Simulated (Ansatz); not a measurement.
# BOF (fluoro(oxo)borane): HSE06/cc-pVTZ

What is the electronic atomisation energy of BOF (fluoro(oxo)borane) at HSE06/cc-pVTZ? 

Program for the calculation: Ansatz 0.2.0.

54 further runs of the same task are left out: 9 that didn't finish, 45 set aside as unsound or not needed.

## (1) The system as given

BOF: 3 atoms, total charge 0, spin state singlet. SMILES: `O=BF`. The shape is that of a PBE0-D4/def2-TZVP optimisation.

Bond lengths: O1–B2 1.206 Å, B2–F3 1.282 Å. Angles: O1–B2–F3 180.0°.

## (2) A single-point energy at HSE06/cc-pVTZ

Contents of input.yaml:

```yaml
crystal:
  periodic: [false, false, false]
  atoms:
    - {symbol: O, position_ang: [0.983100, -0.565100, 0.479900]}
    - {symbol: B, position_ang: [0.020300, -0.011600, 0.009900]}
    - {symbol: F, position_ang: [-1.003400, 0.576800, -0.489800]}
basis:
  gaussian: {orbitals: cc-pVTZ}
hamiltonian: {xc: {name: HSE06}}
accuracy: high
output: {orbitals: {seedname: orbitals}}
```

Run with:

```console
ansatz run input.yaml --threads 1 --pin off --max-ram 3480MiB --events-out events.jsonl --progress --plain --runs-dir runs
```

The program printed:

```text
Warning: RAYON_NUM_THREADS=1 ignored (pool sized by the plan → 1); use --threads N
Functional definition: HSE06
  name "HSE06"
  parameter a = 0.25
  parameter omega = 0.11/bohr
  exchange = pbe_x - a*pbe_x_sr(omega) + a*exact_x_sr(omega)
  correlation = pbe_c
1344 factors; integrals over basis functions are off by at most 2.7e-9 eV
67 factors; integrals over basis functions are off by at most 1.4e-9 eV
mean field evaluation 1: about -5432.9539 eV, gradient 5.9e1 eV
mean field evaluation 2: about -5405.7486 eV, gradient 1.3e2 eV
mean field evaluation 4: about -5438.3905 eV, gradient 8.2e0 eV
mean field evaluation 8: about -5438.4744 eV, gradient 3.5e-2 eV
mean field evaluation 16: about -5438.4744 eV, gradient 3.9e-8 eV
mean field -5438.47441330 eV, -199.8602483583 hartree, gradient 3.9e-8 eV, S^2 0.000000; 0 other end points of the search recorded, 0 dependent functions left out
reference -5438.47441615 eV, -199.8602484633 hartree; 11, 11 occupied and 79, 79 virtual orbitals, 1344 factors
Total energy: -5438.47441615 eV, -199.8602484633 hartree
```

Run time: 2.7 s. Hardware: 1 thread of Arm Neoverse V2, shared host; peak memory 0.18 GiB.

## (3) The B atom

Contents of run.yaml:

```yaml
crystal:
  periodic: [false, false, false]
  atoms:
    - {symbol: B, position_ang: [0.000000, 0.000000, 0.000000]}
basis:
  gaussian:
    orbitals: cc-pVTZ
accuracy: high
hamiltonian:
  xc: {name: HSE06}
magnetization:
  spin_polarized: true
  initial_magnetization: 1
```

Run the same way, it converges to -24.61611 Eh (log not shown).

## (4) The F atom, same level

Contents of input.yaml:

```yaml
crystal:
  periodic: [false, false, false]
  atoms:
    - symbol: F
      position_ang: [0.000000, 0.000000, 0.000000]
basis:
  gaussian:
    orbitals: cc-pVTZ
magnetization:
  spin_polarized: true
  initial_magnetization: 1
hamiltonian:
  xc: hse06
accuracy: high
```

Run with:

```console
ansatz run input.yaml --threads 1 --pin off --max-ram 3480MiB --events-out events.jsonl --progress --plain --runs-dir runs
```

The program printed, cut to the lines that bear on the results:

```text
Warning: RAYON_NUM_THREADS=1 ignored (pool sized by the plan → 1); use --threads N
[... 6 set-up lines as earlier in the session ...]
299 factors; integrals over basis functions are off by at most 2.7e-9 eV
35 factors; integrals over basis functions are off by at most 2.7e-10 eV
mean field evaluation 1: about -2711.9191 eV, gradient 7.2e0 eV
mean field evaluation 2: about -2712.0071 eV, gradient 2.5e0 eV
mean field evaluation 4: about -2712.0218 eV, gradient 4.2e-2 eV
mean field evaluation 8: about -2712.0217 eV, gradient 5.3e-4 eV
mean field evaluation 16: about -2712.0217 eV, gradient 9.9e-8 eV
mean field -2712.02166203 eV, -99.6649578055 hartree, gradient 9.9e-8 eV, S^2 0.751517; 0 other end points of the search recorded, 0 dependent functions left out
reference -2712.02166264 eV, -99.6649578278 hartree; 5, 4 occupied and 25, 26 virtual orbitals, 299 factors
Total energy: -2712.02166264 eV, -99.6649578278 hartree
```

It took 0.58 s on 1 thread of Arm Neoverse V2, shared host.

## (5) The O atom, same level

Contents of job.yaml:

```yaml
crystal:
  periodic: [false, false, false]
  atoms:
    - {symbol: O, position_ang: [0.000000, 0.000000, 0.000000]}
basis:
  gaussian:
    orbitals: cc-pVTZ
magnetization:
  spin_polarized: true
  initial_magnetization: 2
hamiltonian:
  xc: hse06
accuracy: high
```

Run with:

```console
ansatz run job.yaml --threads 1 --pin off --max-ram 3480MiB --events-out events.jsonl --progress --plain --runs-dir runs
```

The program printed, cut to the lines that bear on the results:

```text
Warning: RAYON_NUM_THREADS=1 ignored (pool sized by the plan → 1); use --threads N
[... 6 set-up lines as earlier in the session ...]
299 factors; integrals over basis functions are off by at most 2.4e-9 eV
35 factors; integrals over basis functions are off by at most 4.7e-10 eV
mean field evaluation 1: about -2040.9926 eV, gradient 7.6e0 eV
mean field evaluation 2: about -2041.1041 eV, gradient 3.8e0 eV
mean field evaluation 4: about -2041.1486 eV, gradient 4.5e-2 eV
mean field evaluation 8: about -2041.1487 eV, gradient 9.4e-4 eV
mean field -2041.14874079 eV, -75.0108326837 hartree, gradient 7.6e-8 eV, S^2 2.003070; 0 other end points of the search recorded, 0 dependent functions left out
reference -2041.14874177 eV, -75.0108327196 hartree; 5, 3 occupied and 25, 27 virtual orbitals, 299 factors
Total energy: -2041.14874177 eV, -75.0108327196 hartree
```

Run time: 0.56 s. Hardware: 1 thread of Arm Neoverse V2, shared host.

## (6) What came out

Level: HSE06/cc-pVTZ.

```
                     quantity          value
       molecule: total energy  -199.86025 Eh
        molecule: HOMO energy       -9.82 eV
        molecule: LUMO energy       -0.44 eV
      molecule: HOMO–LUMO gap        9.37 eV
         B atom: total energy   -24.61611 Eh
                 B atom: ⟨S²⟩          0.754
         F atom: total energy   -99.66496 Eh
                 F atom: ⟨S²⟩          0.752
         O atom: total energy   -75.01083 Eh
                 O atom: ⟨S²⟩          2.003
electronic atomisation energy      15.466 eV
```

**Reading.** Taking the molecule apart into free atoms costs 15.47 eV (357 kcal/mol), before zero-point energy and without spin-orbit coupling.
